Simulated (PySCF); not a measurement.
# F2O2Os (Os(O)2(F)22+): the cost of one run

The runs use PySCF 2.14.0; PBE, Os def2-SVP with ECP60, O def2-SVP, F def2-SVP; scalar-relativistic core potentials, no spin–orbit coupling.

2 further runs of the same task are left out: 2 for a known fault of the program.

## (1) The system as given

5 atoms, charge 2, spin multiplicity 1.

Bond lengths: Os1–O2 1.465 Å, Os1–O3 1.465 Å, Os1–F4 1.686 Å, Os1–F5 1.686 Å. Angles: O2–Os1–O3 109.5°, O2–Os1–F4 109.5°, O2–Os1–F5 109.5°, O3–Os1–F4 109.5°, O3–Os1–F5 109.5°, F4–Os1–F5 109.5°.

Coordinates:

```xyz
5
charge 2, multiplicity 1
Os    0.0000    0.0000    0.0000
O     0.8459    0.8459    0.8459
O    -0.8459   -0.8459    0.8459
F     0.9732   -0.9732   -0.9732
F    -0.9732    0.9732   -0.9732
```

Formal oxidation states: Os +8.

## (2) SCF at the start, singlet

Input file run.py (the lines that set the calculation):

```python
mol = gto.M(atom='''
Os     0.00000     0.00000     0.00000
O      0.84590     0.84590     0.84590
O     -0.84590    -0.84590     0.84590
F      0.97320    -0.97320    -0.97320
F     -0.97320     0.97320    -0.97320''',
    basis={'Os': 'def2-SVP', 'O': 'def2-SVP', 'F': 'def2-SVP'},
    ecp={'Os': 'def2-SVP'},
    charge=2, spin=0)
mf = dft.RKS(mol, xc='PBE')
mf.grids.atom_grid = (50, 194)
mf = mf.density_fit()  # fitting sets: Os def2-universal-JKFIT, O def2-universal-JKFIT, F def2-universal-JKFIT
mf.conv_tol = 1e-08; mf.max_cycle = 55
mf.kernel(dm0)  # dm0: free metal ions and neutral atoms
```

The run is started by

```console
$ OMP_NUM_THREADS=2 python run.py
```

**Question.** How long does this run take on 2 threads of Arm Neoverse V1, shared host, and how much memory does it need?

About 2.4 s, with a peak of 0.37 GiB.
